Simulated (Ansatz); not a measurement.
# Cr: equation of state

One table from this session's results is given with a row withheld; the runs are named, their logs left out.

Method: DFT LDA, scalar-relativistic, in Ansatz 0.2.0.

### The starting structure

It takes space group Im-3m (No. 229, cubic). Conventional cell: a = 2.884 Å, b = 2.884 Å, c = 2.884 Å, α = 90.00°, β = 90.00°, γ = 90.00°. Cr (site symmetry m-3m) has 8 Cr at 2.50 Å as nearest neighbours.

Coordinates:

```
CELL_PARAMETERS angstrom
-1.44195 1.44195 1.44195
1.44195 -1.44195 1.44195
1.44195 1.44195 -1.44195
ATOMIC_POSITIONS crystal
Cr 0.00000 0.00000 0.00000
```

The first run:

Contents of input.yaml:

```yaml
crystal:
  lattice:
    - [-1.4224618002, 1.4224618002, 1.4224618002]
    - [1.4224618002, -1.4224618002, 1.4224618002]
    - [1.4224618002, 1.4224618002, -1.4224618002]
  atoms:
    - { symbol: Cr, position: [0.0, 0.0, 0.0], spin: 3.0 }
magnetization:
  spin_polarized: true
kpoints:
  mp_grid: { grid: [18, 18, 18] }
  band_path:
    path:
      - [0.0, 0.0, 0.0]
      - [0.5, -0.5, 0.5]
      - [0.0, 0.0, 0.5]
      - [0.0, 0.0, 0.0]
      - [0.25, 0.25, 0.25]
      - [0.5, -0.5, 0.5]
      - [0.25, 0.25, 0.25]
      - [0.0, 0.0, 0.5]
    npoints: 5
scf:
  occupations: { method: fermi_dirac, width: 0.08 }
hamiltonian:
  xc: lda
  pseudopotentials: { kind: all_electron, lapw: { basis_error: 0.001 } }
output:
  forces: true
  stress: true
  eigenvalues: true
```

On the command line:

```bash
$ ansatz run input.yaml --threads 1 --pin off --max-ram 3072MiB --backend cpu --events-out ev --progress --plain --runs-dir out
```

Among the steps run: Volume × 0.96, LAPW; Volume × 0.96, PAW; Volume × 0.96, crystal datasets; Volume × 0.99, LAPW; Volume × 0.99, PAW; Volume × 0.99, crystal datasets; Volume × 1.02, LAPW; Volume × 1.02, PAW; Volume × 1.02, crystal datasets; Volume × 1.06, LAPW; Volume × 1.06, PAW; Volume × 1.06, crystal datasets.

One of the session's tables, all rows but one given; the rest of the session is left out.

It belongs to the step «Fits». 

| method | volume (Å³/atom) | pressure (GPa) |
| --- | --- | --- |
| LAPW | 11.513 | -15.78 |
| LAPW | 11.873 | -22.41 |
| LAPW | 12.232 | -27.97 |
| LAPW | 12.712 | -33.99 |
| PAW | 11.513 | -15.83 |
| PAW | 11.873 | -22.44 |
| PAW | 12.232 | -27.99 |
| PAW | 12.712 | ? |
| crystal datasets | 11.513 | -15.78 |
| crystal datasets | 11.873 | -22.41 |
| crystal datasets | 12.232 | -27.97 |
| crystal datasets | 12.712 | -33.99 |

Q: Estimate the row for PAW, 12.712 from the others.

The run gave: pressure (GPa): -34.00. In the column «pressure (GPa)» it is the lowest.

To keep in mind: Warnings in the runs' records: seeded moment not kept, crystal datasets made.
